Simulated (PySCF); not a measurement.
# C₂H₄SSi: electronic excitations and core binding energies

Wanted: the electronic excitations and core binding energies of C₂H₄SSi (`C1=CS[SiH2]1`), by calculation.

Computed with PySCF 2.14.0, with density-fitted response routines of our own, on a single molecule in the gas phase. Atoms count from 0, in the outputs and in this text.

## Step 1: Starting geometry

8 atoms, charge 0, multiplicity 1; geometry from: GFN2-xTB.

Bonds of the start (Å): C0–C1 1.34, C1–S2 1.76, S2–Si3 2.22, Si3–C0 1.87, C0–H4 1.08, C1–H5 1.08, Si3–H6 1.45, Si3–H7 1.45.

## Step 2: TDDFT and polarisability: PBE0/def2-SVPD

The job: settings as JSON, then the geometry in Å.

```
{"job": {"kind": "uv", "xc": "PBE0", "basis": "def2-SVPD", "nstates": 8, "ntriplets": 3}, "charge": 0, "multiplicity": 1}
C      0.772612    -0.250991    -0.454272
C      0.954135     0.746843     0.423958
S     -0.567474     1.134036     1.209939
Si    -1.062241    -0.519451    -0.189091
H      1.539135    -0.684713    -1.073386
H      1.847317     1.290670     0.679940
H     -1.986134    -0.027198    -1.197846
H     -1.488294    -1.679784     0.576192
```

Level: TDDFT PBE0/def2-SVPD, vertical, gas phase, core orbitals frozen in the response.

Command:

```console
$ OMP_NUM_THREADS=1 python probes_run.py task.json out
```

The driver reads the jobs from task.json and runs them one after another.

The log of the run:

```text
coarse grid: 7904 points
cycle   1  E = -765.5445678059  dE =  4.406e-01  |g| = 3.101e-01  |ddm| = 4.041e+00
cycle   2  E = -765.5352436588  dE =  9.324e-03  |g| = 3.622e-01  |ddm| = 1.039e+00
cycle   3  E = -765.5733322024  dE = -3.809e-02  |g| = 5.147e-02  |ddm| = 5.399e-01
cycle   4  E = -765.5738751067  dE = -5.429e-04  |g| = 3.061e-02  |ddm| = 1.226e-01
cycle   5  E = -765.5741671256  dE = -2.920e-04  |g| = 5.085e-03  |ddm| = 5.442e-02
cycle   6  E = -765.5741746063  dE = -7.481e-06  |g| = 2.249e-03  |ddm| = 1.337e-02
final grid: 67576 points
cycle   7  E = -765.6571941598  dE =  1.552e-07  |g| = 9.251e-03  |ddm| = 4.933e-02
cycle   8  E = -765.6571621612  dE =  3.200e-05  |g| = 1.383e-02  |ddm| = 3.246e-02
cycle   9  E = -765.6572180878  dE = -5.593e-05  |g| = 5.292e-04  |ddm| = 2.145e-02
cycle  10  E = -765.6572181846  dE = -9.677e-08  |g| = 1.119e-04  |ddm| = 1.645e-03
cycle  11  E = -765.6572181880  dE = -3.394e-09  |g| = 3.229e-05  |ddm| = 1.899e-04
cycle  12  E = -765.6572181881  dE = -1.687e-10  |g| = 2.049e-05  |ddm| = 6.111e-05
converged SCF energy = -765.6572181881

Static polarisability (au): isotropic 67.121, principal 52.334 69.636 79.394

Singlet excitations
state   eV       nm        f      main configurations
  1   4.3113    287.6   0.00633   H->L 0.98
  2   4.7134    263.0   0.05125   H->L+1 0.96
  3   5.0571    245.2   0.00196   H->L+2 0.96
  4   5.7890    214.2   0.00172   H->L+3 0.98
  5   6.2920    197.1   0.00011   H-1->L+1 0.98
  6   6.4943    190.9   0.00041   H->L+4 0.98
  7   6.7389    184.0   0.09355   H-1->L 0.89
  8   6.9390    178.7   0.00160   H->L+5 0.74, H-2->L+1 0.19

Triplet excitations (Tamm-Dancoff, eV): 3.3621 4.0633 4.7293
```

Run time: 13 s. Hardware: 1 thread of Arm Neoverse N1, shared host; peak memory 0.51 GiB.

Frontier orbitals and where they lie:

```
orbital     eV                       atoms
 HOMO−3  -9.23   C1 29 %, S2 18 %, C0 17 %
 HOMO−2  -9.19  Si3 22 %, C1 19 %, C0 18 %
 HOMO−1  -8.48  S2 56 %, Si3 16 %, C0 16 %
   HOMO  -6.34   S2 54 %, C0 23 %, C1 15 %
   LUMO  -0.70  Si3 46 %, S2 21 %, H7 11 %
 LUMO+1  -0.59  C1 39 %, C0 27 %, Si3 10 %
 LUMO+2   0.17   S2 48 %, Si3 20 %, C1 9 %
```

With each of the 8 states as a Gaussian band of 0.4 eV half-width at 1/e, the curve within the window shown has maxima at 263 nm (ε 2,200), 184 nm (ε 3,800) L/(mol cm). Beyond the last state computed it falls off for lack of states. The curve at chosen wavelengths:

nm, ε (L/mol/cm) and a bar:
```
      171        831 ######
      177       2589 ####################
      184       3848 ##############################
      190       2821 ######################
      197       1081 ########
      203        343 ##
      210        114 #
      216         84 
      223         92 
      229        167 #
      236        424 ###
      242        834 ######
      249       1452 ###########
      255       1926 ###############
      262       2200 #################
      268       2133 #################
      275       1793 ##############
      281       1406 ###########
      288        975 #######
      294        677 #####
      301        424 ###
      307        276 ##
      314        163 #
      320        101 #
      327         56 
      333         33
```

Further results of this job:

```csv
property,computed
dipole moment (D),1.84
polarisability (Å³),9.95
HOMO–LUMO gap (eV),5.64
−ε(HOMO) (eV),6.34
```

## Step 3: Core holes by ΔSCF: SCAN, X2C

The job, as its differences from that of step 2:

```diff
@@ -1,2 +1,2 @@
-{"job": {"kind": "uv", "xc": "PBE0", "basis": "def2-SVPD", "nstates": 8, "ntriplets": 3}, "charge": 0, "multiplicity": 1}
+{"job": {"kind": "xps"}, "charge": 0, "multiplicity": 1}
 C      0.772612    -0.250991    -0.454272
```

Method: delta-SCF UKS SCAN, pcX-2 on the ionised atom, pcseg-1 elsewhere, spin-free X2C.

The log of the run:

```text
ground state, core basis on atom 0 (C), 115 functions
  cycle   1  E = -767.73098322  |g| = 4.14e-01
  cycle   2  E = -767.67112251  |g| = 6.01e-01
  cycle   3  E = -767.77825443  |g| = 8.34e-02
  cycle   4  E = -767.77948973  |g| = 5.64e-02
  cycle   5  E = -767.78052885  |g| = 1.55e-02
  cycle   6  E = -767.78058603  |g| = 7.53e-03
  cycle   7  E = -767.78060068  |g| = 1.89e-03
  cycle   8  E = -767.78060248  |g| = 3.74e-04
  E(ground) = -767.82863806 Eh
hole in C 1s of atom 0
  cycle   1  E = -756.53719826  |g| = 1.52e+00
  cycle   2  E = -755.15160448  |g| = 2.12e+00
  cycle   3  E = -756.88604561  |g| = 6.19e-01
  cycle   4  E = -756.93176726  |g| = 5.53e-01
  cycle   5  E = -757.12877934  |g| = 9.75e-02
  cycle   6  E = -757.13187398  |g| = 5.15e-02
  cycle   7  E = -757.13348696  |g| = 1.28e-02
  cycle   8  E = -757.13361768  |g| = 3.02e-03
  cycle   9  E = -757.13363025  |g| = 1.90e-03
  cycle  10  E = -757.13363633  |g| = 7.85e-04
  cycle  11  E = -757.13363663  |g| = 3.42e-04
  E(ion) = -757.18129915 Eh   <S^2> = 0.7838   hole on atom = 1.000   binding energy = 289.729 eV
ground state, core basis on atom 1 (C), 115 functions
  cycle   1  E = -767.78066213  |g| = 6.11e-02
  cycle   2  E = -767.77994454  |g| = 5.73e-02
  cycle   3  E = -767.78024108  |g| = 4.61e-02
  cycle   4  E = -767.78083543  |g| = 6.98e-03
  cycle   5  E = -767.78084967  |g| = 1.08e-03
  cycle   6  E = -767.78085130  |g| = 3.84e-04
  E(ground) = -767.82886547 Eh
hole in C 1s of atom 1
  cycle   1  E = -756.48425983  |g| = 1.51e+00
  cycle   2  E = -755.01881644  |g| = 2.21e+00
  cycle   3  E = -756.94743254  |g| = 4.65e-01
  cycle   4  E = -756.79840290  |g| = 6.27e-01
  cycle   5  E = -757.04057823  |g| = 2.34e-01
  cycle   6  E = -757.07464928  |g| = 3.74e-02
  cycle   7  E = -757.07586515  |g| = 2.01e-02
  cycle   8  E = -757.07636801  |g| = 1.13e-02
  cycle   9  E = -757.07674961  |g| = 8.23e-03
  cycle  10  E = -757.07699338  |g| = 4.70e-03
  cycle  11  E = -757.07702848  |g| = 2.20e-03
  cycle  12  E = -757.07703820  |g| = 9.45e-04
  cycle  13  E = -757.07704009  |g| = 4.31e-04
  E(ion) = -757.12502578 Eh   <S^2> = 0.9066   hole on atom = 1.000   binding energy = 291.266 eV
ground state, core basis on atom 2 (S), 126 functions
  cycle   1  E = -767.92580396  |g| = 4.05e-01
  cycle   2  E = -767.92528561  |g| = 5.85e-02
  cycle   3  E = -767.92323340  |g| = 1.04e-01
  cycle   4  E = -767.92624176  |g| = 7.82e-03
  cycle   5  E = -767.92625251  |g| = 5.55e-03
  cycle   6  E = -767.92626093  |g| = 1.51e-03
  cycle   7  E = -767.92626280  |g| = 2.01e-04
  E(ground) = -767.95979366 Eh
hole in S 1s of atom 2
  cycle   1  E = -675.69920102  |g| = 5.08e+00
  cycle   2  E = -675.81629795  |g| = 2.26e+00
  cycle   3  E = -675.47557754  |g| = 1.52e+00
  cycle   4  E = -676.78754940  |g| = 4.59e-01
  cycle   5  E = -676.88621781  |g| = 2.63e-01
  cycle   6  E = -676.91862496  |g| = 1.01e-01
  cycle   7  E = -676.92211582  |g| = 5.13e-02
  cycle   8  E = -676.92357525  |g| = 6.06e-03
  cycle   9  E = -676.92359283  |g| = 2.54e-03
  cycle  10  E = -676.92359805  |g| = 5.82e-04
  cycle  11  E = -676.92359743  |g| = 1.65e-04
  E(ion) = -676.94824485 Eh   <S^2> = 0.7515   hole on atom = 1.000   binding energy = 2476.550 eV
hole in S 2p of atom 2
  cycle   1  E = -761.25870078  |g| = 1.53e+00
  cycle   2  E = -761.03320071  |g| = 1.37e+00
  cycle   3  E = -761.54447269  |g| = 5.17e-01
  cycle   4  E = -761.67168752  |g| = 2.50e-01
  cycle   5  E = -761.70158565  |g| = 1.06e-01
  cycle   6  E = -761.70683902  |g| = 3.95e-02
  cycle   7  E = -761.70767192  |g| = 7.75e-03
  cycle   8  E = -761.70770812  |g| = 1.54e-03
  cycle   9  E = -761.70771268  |g| = 1.29e-03
  cycle  10  E = -761.70771421  |g| = 8.53e-04
  cycle  11  E = -761.70771815  |g| = 7.64e-04
  cycle  12  E = -761.70772481  |g| = 6.69e-04
  cycle  13  E = -761.70773225  |g| = 4.47e-04
  E(ion) = -761.74784464 Eh   <S^2> = 0.7559   hole on atom = 1.001   binding energy = 169.036 eV
  2p3/2 = 168.769 eV   2p1/2 = 170.012 eV
ground state, core basis on atom 3 (Si), 126 functions
  cycle   1  E = -767.87285245  |g| = 2.88e-01
  cycle   2  E = -767.87263428  |g| = 4.99e-02
  cycle   3  E = -767.87177671  |g| = 6.95e-02
  cycle   4  E = -767.87311548  |g| = 1.35e-02
  cycle   5  E = -767.87315555  |g| = 4.42e-03
  cycle   6  E = -767.87316003  |g| = 1.07e-03
  cycle   7  E = -767.87316107  |g| = 1.52e-04
  E(ground) = -767.87981724 Eh
hole in Si 1s of atom 3
  cycle   1  E = -698.91715454  |g| = 4.35e+00
  cycle   2  E = -697.99199135  |g| = 2.44e+00
  cycle   3  E = -698.45248885  |g| = 1.40e+00
  cycle   4  E = -699.81290685  |g| = 5.12e-01
  cycle   5  E = -699.88007398  |g| = 4.11e-01
  cycle   6  E = -699.97560714  |g| = 9.49e-02
  cycle   7  E = -699.98094851  |g| = 2.10e-02
  cycle   8  E = -699.98109860  |g| = 1.37e-02
  cycle   9  E = -699.98120476  |g| = 4.96e-03
  cycle  10  E = -699.98121976  |g| = 1.07e-03
  cycle  11  E = -699.98121974  |g| = 4.42e-04
  E(ion) = -699.99622115 Eh   <S^2> = 0.7531   hole on atom = 1.000   binding energy = 1847.207 eV
hole in Si 2p of atom 3
  cycle   1  E = -763.57435103  |g| = 1.23e+00
  cycle   2  E = -762.87934295  |g| = 1.42e+00
  cycle   3  E = -763.63227282  |g| = 5.97e-01
  cycle   4  E = -763.87093809  |g| = 2.34e-01
  cycle   5  E = -763.88907461  |g| = 1.55e-01
  cycle   6  E = -763.90308423  |g| = 2.89e-02
  cycle   7  E = -763.90352857  |g| = 1.03e-02
  cycle   8  E = -763.90356529  |g| = 6.71e-03
  cycle   9  E = -763.90359394  |g| = 1.56e-03
  cycle  10  E = -763.90359648  |g| = 6.60e-04
  cycle  11  E = -763.90359762  |g| = 4.05e-04
  E(ion) = -763.92259306 Eh   <S^2> = 0.7544   hole on atom = 1.002   binding energy = 107.682 eV
  2p3/2 = 107.414 eV   2p1/2 = 108.041 eV
```

Wall time 36 s (1 thread of Arm Neoverse N1, shared host); peak memory 0.4 GiB.

The holes in one table. −ε is the ground-state orbital energy:

```csv
hole,stands for,environment,ΔSCF (eV; 2p as the shell's mean),−ε (eV),⟨S²⟩
C1s on C0,C0,alkene CH,289.73,273.6,0.784
C1s on C1,C1,alkene CH,291.27 (doubtful),275.0,0.907
S1s on S2,S2,"sulfur bonded to C, Si, in a 4-membered ring",2476.55,2414.6,0.751
S2p on S2,S2,"sulfur bonded to C, Si, in a 4-membered ring",169.18,157.8,0.756
Si1s on Si3,Si3,"silicon bonded to C, S, 2 H, in a 4-membered ring",1847.21,1794.2,0.753
Si2p on Si3,Si3,"silicon bonded to C, S, 2 H, in a 4-membered ring",107.62,97.0,0.754
```

Doubtful: the ion did not converge, its hole moved, or its ⟨S²⟩ is well above 0.75.

With the spin-orbit splitting: S2 2p3/2 168.77, 2p1/2 170.01 eV; Si3 2p3/2 107.41, 2p1/2 108.04 eV. The table gives each 2p level as the mean over the whole 2p shell (two parts 2p3/2, one part 2p1/2), which differs a little from the single hole in the log.

## Step 4: What came out

```
                                                    quantity                        value
                             lowest singlet (PBE0/def2-SVPD)  4.31 eV (288 nm), f = 0.006
                    brightest single state of those computed  state 7, 6.74 eV, f = 0.094
                                              lowest triplet                      3.36 eV
C1s binding energies, SCAN/pcX-2 (standing for 1 of 2 atoms)                 C0 289.73 eV
                            S1s binding energies, SCAN/pcX-2                S2 2476.55 eV
                            S2p binding energies, SCAN/pcX-2                 S2 169.18 eV
                           Si1s binding energies, SCAN/pcX-2               Si3 1847.21 eV
                           Si2p binding energies, SCAN/pcX-2                Si3 107.62 eV
```

What this shows: The lowest singlet, at 4.31 eV, is HOMO→LUMO 0.98 and is weak; of the 8 states computed, the strongest absorption comes from state 7 at 6.74 eV. The lowest triplet lies 0.95 eV below the lowest singlet (triplets in Tamm-Dancoff, singlets in full TDDFT). States above −ε(HOMO) lie where TDDFT describes them poorly and they hang on the basis; the brightest is among them.
